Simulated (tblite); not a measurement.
# C4H8N2Si2: the cost of one run

Programs: tblite 0.8.0 and PySCF 2.14.0, with density-fitted response routines of our own. Each step states its level of theory. These are calculated values for one molecule in the gas phase, unless marked as measured. Atoms are numbered from 0 throughout.

## 1. The molecule as given

16 atoms, charge -1, multiplicity 2; geometry from: force field or distance geometry start.

Bonds of the start (Å): N0–C1 1.15, C1–Si2 1.85, Si2–Si3 2.20, Si3–C4 1.84, C4–C5 1.50, C5–C6 1.49, C6–N7 1.28, Si2–H8 1.46, Si2–H9 1.48, Si3–H10 1.50, Si3–H11 1.48, C4–H12 1.10, C4–H13 1.12, C5–H14 1.11, C5–H15 1.13.

## 2. Optimising the geometry with GFN2-xTB

The job: settings as JSON, then the geometry in Å.

```
{"job": {"kind": "relax", "xc": "GFN2-xTB", "basis": "xTB"}, "charge": -1, "multiplicity": 2}
N      2.259200     2.271400    -2.131100
C      2.081400     1.291200    -1.548000
Si     1.837500    -0.292400    -0.627400
Si     0.730400     0.012200     1.246400
C     -1.090600     0.251200     1.098200
C     -1.772200    -0.601300     0.063600
C     -1.212000    -0.351700    -1.297700
N     -2.008400    -0.071100    -2.256100
H      1.105700    -1.176600    -1.527400
H      3.201100    -0.812000    -0.393200
H      1.091700    -1.080100     2.209700
H      1.271500     1.235000     1.889900
H     -1.316000     1.305300     0.865100
H     -1.560500    -0.034100     2.072000
H     -1.781800    -1.678500     0.320200
H     -2.844600    -0.259500     0.004500
```

On the command line:

```sh
> OMP_NUM_THREADS=1 python probes_run.py task.json out
```

The driver reads the jobs from task.json and runs them one after another.

Q: Estimate the wall time of this first job on 1 thread of Arm Neoverse V1, shared host.

About 2.3 s.
